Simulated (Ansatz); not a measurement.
# C₂H₅BClF: one species, many methods

How much do the methods differ for C₂H₅BClF? The plan is to run it at one geometry with functionals of several rungs and with coupled cluster. The yardstick is the atomisation energy at the CCSD(T) limit.

Program: Ansatz 0.2.0, Gaussian basis. Level of theory: functionals in def2-TZVPP, the program's frozen cores in correlated methods. These are calculated values, not measurements.

Plan: PBE-D4, r2SCAN-D4, PBE0-D4, B3LYP-D4, ωB97X-V, ωB97M-V, B2PLYP; CCSD(T)/def2-TZVPP; MP2/def2-QZVPP; extrapolation to the limit.

## Step 1: The geometry

All runs share one geometry, relaxed beforehand with PBE0-D4 in a triple-zeta def2 set.

SMILES `BCC(F)Cl`, 10 atoms, charge 0, spin multiplicity 1.

Atoms are counted from 1 here; the program's logs count them from 0.

Bond lengths: B1–C2 1.557 Å, B1–H6 1.196 Å, B1–H7 1.195 Å, C2–C3 1.501 Å, C2–H8 1.102 Å, C2–H9 1.095 Å, C3–F4 1.365 Å, C3–Cl5 1.785 Å, C3–H10 1.091 Å. Angles: C2–B1–H6 121.4°, C2–B1–H7 119.2°, H6–B1–H7 119.2°, B1–C2–C3 115.2°, B1–C2–H8 104.9°, B1–C2–H9 112.4°, C3–C2–H8 109.1°, C3–C2–H9 110.0°, H8–C2–H9 104.5°, C2–C3–F4 109.6°, C2–C3–Cl5 112.2°, C2–C3–H10 113.1°, F4–C3–Cl5 108.0°, F4–C3–H10 107.8°, Cl5–C3–H10 105.9°.

Geometry (Å):

```xyz
10
C2H5BClF
B    -1.4260    0.3725   -0.2876
C    -0.0648   -0.3721   -0.4216
C     1.0022    0.0689    0.5380
F     0.6126   -0.2108    1.8158
Cl    2.5575   -0.7561    0.2419
H    -1.5199    1.3956    0.3250
H    -2.3850   -0.0571   -0.8569
H     0.2702   -0.1688   -1.4514
H    -0.1785   -1.4606   -0.3804
H     1.2149    1.1373    0.4801
```

## Step 2: PBE-D4 (GGA)

The input, in.yaml:

```yaml
crystal:
  periodic: [false, false, false]
  atoms:
    - {symbol: B, position_ang: [-1.425957, 0.372529, -0.287604]}
    - {symbol: C, position_ang: [-0.064782, -0.372132, -0.421632]}
    - {symbol: C, position_ang: [1.002248, 0.068913, 0.538030]}
    - {symbol: F, position_ang: [0.612584, -0.210764, 1.815771]}
    - {symbol: Cl, position_ang: [2.557503, -0.756111, 0.241949]}
    - {symbol: H, position_ang: [-1.519933, 1.395620, 0.325008]}
    - {symbol: H, position_ang: [-2.385008, -0.057136, -0.856905]}
    - {symbol: H, position_ang: [0.270157, -0.168820, -1.451368]}
    - {symbol: H, position_ang: [-0.178514, -1.460622, -0.380397]}
    - {symbol: H, position_ang: [1.214902, 1.137324, 0.480148]}
basis:
  gaussian: {orbitals: def2-TZVPP}
hamiltonian: {xc: pbe, dispersion: d4}
output: {forces: true, orbitals: {seedname: orbitals}}
```

Command:

```bash
> ansatz run in.yaml --threads 4 --pin off --events-out ev --progress --plain --max-ram 10444MiB
```

Further steps of the session: r2SCAN-D4 (meta-GGA); PBE0-D4 (hybrid); B3LYP-D4 (hybrid); ωB97X-V (range-separated); ωB97M-V (range-separated); B2PLYP (double hybrid); CCSD(T) in def2-TZVPP; MP2 in def2-QZVPP.

Q: Predict the results of all the runs planned. Wanted: atomisation energy, CCSD(T)/CBS; farthest; mean size of error, hybrid; mean size of error, range-separated; gap, smallest and largest; T1 diagnostic; triples share of the correlation energy.

As calculated:

| quantity | value |
| --- | --- |
| atomisation energy, CCSD(T)/CBS | 37.735 eV |
| functionals within 0.189 eV (0.5 %) | B3LYP-D4 |
| farthest | PBE-D4 (+1.068 eV) |
| mean size of error, hybrid | 0.256 eV |
| mean size of error, range-separated | 0.275 eV |
| gap, smallest and largest | 4.39 eV (PBE-D4), 11.58 eV (ωB97X-V) |
| T1 diagnostic | 0.0105 |
| triples share of the correlation energy | 3.6 % |

What this shows: PBE-D4 misses by +1.068 eV. Double hybrids carry the basis error of their MP2 part in triple zeta, and no dispersion term here, so their miss is partly the set-up's. The reference freezes the cores and leaves out relativity and excitations past (T), so misses under about 0.189 eV can't be ranked. Hartree-Fock recovers 75 % of the binding; the rest is correlation. The gap grows from 4.4 to 11.6 eV across the functionals, mostly with the share of exact exchange.
